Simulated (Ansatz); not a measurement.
# HOTi: the cost of one run

The runs use Ansatz 0.2.0, Gaussian basis; def2-TZVPP, core rule «outside noble gas», up to 10 orbitals frozen.

Plan: UHF; CCSD(T) on ROHF; CCSD(T) on UHF; CCSDT(Q) on ROHF; CCSDT(Q) on UHF.

4 further runs of the same task are left out: 3 for a known fault of the program, 1 set aside as unsound or not needed.

## Step 1: The geometry

The geometry is a PBE0/def2-TZVP stationary point (not a proven minimum).

3 atoms, charge 1, spin multiplicity 5.

Atoms are counted from 1 here; the program's logs count them from 0.

Bond lengths: Ti1–O2 2.213 Å, O2–H3 0.979 Å. Angles: Ti1–O2–H3 135.0°.

## Step 2: UHF

in.yaml

```yaml
crystal:
  periodic: [false, false, false]
  atoms:
    - {symbol: Ti, position_ang: [0.000000, 0.151588, -1.715051]}
    - {symbol: O, position_ang: [0.000000, 0.253835, 0.495508]}
    - {symbol: H, position_ang: [0.000000, -0.405423, 1.219543]}
basis:
  gaussian: {orbitals: def2-TZVPP}
total_charge: 1
magnetization: {spin_polarized: true, initial_magnetization: 4}
hamiltonian: {xc: hf}
output: {orbitals: {seedname: orbitals}}
```

Run with:

```bash
ansatz run in.yaml --threads 1 --pin off --events-out ev --progress --plain --max-ram 4096MiB --backend cpu
```

Q: Estimate wall time and peak memory on 1 thread of AMD EPYC 7R13, shared host.

About 52 s, with a peak of 0.28 GiB.
